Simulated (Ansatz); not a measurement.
**F₂H₄O₂Si₂: small, medium and large basis sets**

One table from this session's results is given with a row withheld; the runs are named, their logs left out.

Program: Ansatz 0.2.0, Gaussian basis. Level of theory: one geometry, several basis sets. These are calculated values, not measurements.

Plan: PBE0-D4/def2-SVP; ωB97M-V/def2-SVP; PBE0-D4/def2-QZVPP; ωB97M-V/def2-QZVPP; the functionals' def2-TZVPP values are taken from earlier runs.

**The geometry**

All runs share one geometry, relaxed beforehand with PBE0-D4 in a triple-zeta def2 set.

SMILES `O[Si@H](F)[Si@H](O)F`, 10 atoms, charge 0, spin multiplicity 1.

Atoms are counted from 1 here; the program's logs count them from 0.

Bond lengths: O1–Si2 1.639 Å, O1–H7 0.959 Å, Si2–F3 1.602 Å, Si2–Si4 2.365 Å, Si2–H8 1.480 Å, Si4–O5 1.639 Å, Si4–F6 1.602 Å, Si4–H9 1.480 Å, O5–H10 0.959 Å. Angles: Si2–O1–H7 118.4°, O1–Si2–F3 110.5°, O1–Si2–Si4 109.8°, O1–Si2–H8 105.2°, F3–Si2–Si4 107.5°, F3–Si2–H8 107.7°, Si4–Si2–H8 116.0°, Si2–Si4–O5 109.8°, Si2–Si4–F6 107.5°, Si2–Si4–H9 116.0°, O5–Si4–F6 110.5°, O5–Si4–H9 105.2°, F6–Si4–H9 107.7°, Si4–O5–H10 118.5°.

The first run:

in.yaml

```yaml
crystal:
  periodic: [false, false, false]
  atoms:
    - {symbol: O, position_ang: [-1.597385, 0.178147, -1.266288]}
    - {symbol: Si, position_ang: [0.028875, -0.025910, -1.264497]}
    - {symbol: F, position_ang: [0.423310, -1.404535, -1.978703]}
    - {symbol: Si, position_ang: [0.821733, -0.124327, 0.961809]}
    - {symbol: O, position_ang: [-0.413264, 0.151563, 2.003444]}
    - {symbol: F, position_ang: [1.953360, 0.998249, 1.121606]}
    - {symbol: H, position_ang: [-2.132162, -0.409797, -0.729721]}
    - {symbol: H, position_ang: [0.559456, 1.079152, -2.092924]}
    - {symbol: H, position_ang: [1.405116, -1.416336, 1.385312]}
    - {symbol: H, position_ang: [-0.965839, 0.922596, 1.862963]}
basis:
  gaussian: {orbitals: def2-SVP}
hamiltonian: {xc: pbe0, dispersion: d4}
output: {orbitals: {seedname: orbitals}}
```

Among the steps run: PBE0-D4 in def2-SVP; ωB97M-V in def2-SVP; PBE0-D4 in def2-QZVPP; ωB97M-V in def2-QZVPP.

One table of the session follows, with a row left open; its other results are not shown here.

It belongs to the step «Functionals by basis». 

| functional | basis | HOMO (eV) |
| --- | --- | --- |
| PBE0-D4 | def2-SVP | ? |
| PBE0-D4 | def2-TZVPP | -8.04 |
| PBE0-D4 | def2-QZVPP | -8.08 |
| ωB97M-V | def2-SVP | -9.95 |
| ωB97M-V | def2-TZVPP | -10.13 |
| ωB97M-V | def2-QZVPP | -10.17 |

Estimate the missing values for PBE0-D4, def2-SVP.

**Answer.** HOMO (eV): -7.90. In the column «HOMO (eV)» it is the highest.
